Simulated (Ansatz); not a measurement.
# LiGa: the cost of one run

Method: DFT PBEsol, scalar-relativistic, plane waves, PAW, in Ansatz 0.2.0.

### 1 The structure to begin with

Symmetry: Fd-3m, No. 227, cubic system. Conventional cell: a = 6.152 Å, b = 6.152 Å, c = 6.152 Å, α = 90.00°, β = 90.00°, γ = 90.00°. Li (site symmetry -43m) is surrounded by 4 Li at 2.66 Å and 4 Ga at 2.66 Å. Ga (site symmetry -43m) is surrounded by 4 Li at 2.66 Å and 4 Ga at 2.66 Å.

Coordinates:

```
Li Ga
1.0
     0.00000    3.07600    3.07600
     3.07600    0.00000    3.07600
     3.07600    3.07600    0.00000
Li Ga
2 2
Direct
  0.00000 0.00000 0.00000
  0.25000 0.25000 0.25000
  0.50000 0.50000 0.50000
  0.75000 0.75000 0.75000
```

This cell comes from an earlier session at PBEsol: 14.552 Å³/atom at 0.00 GPa, on a 8×8×8 mesh.

The changes: atom 3 (Ga) moved 0.08 Å along y; strain e6 = +0.03, atoms carried along.

### 2 Atom 3 (Ga) moved 0.08 Å along y

Contents of input.yaml:

```yaml
crystal:
  lattice:
    - [0.0, 3.0760044726, 3.0760044726]
    - [3.0760044726, 0.0, 3.0760044726]
    - [3.0760044726, 3.0760044726, 0.0]
  atoms:
    - { symbol: Li, position: [0.0, 0.0, 0.0] }
    - { symbol: Li, position: [0.25, 0.25, 0.25] }
    - { symbol: Ga, position: [0.5130038823, 0.4869961177, 0.5130038823] }
    - { symbol: Ga, position: [0.75, 0.75, 0.75] }
basis:
  ecutwfc: 420
  ecutrho_ratio: 4
kpoints:
  mp_grid: { grid: [8, 8, 8] }
hamiltonian:
  xc: pbesol
scf:
  occupations: { method: gaussian, width: 0.05 }
output:
  forces: true
  stress: true
  eigenvalues: true
```

**Question.** How long does this run take on 4 threads of an Arm CPU, shared host, and how much memory does it need?

About 4.5 s, with a peak of 0.44 GiB.
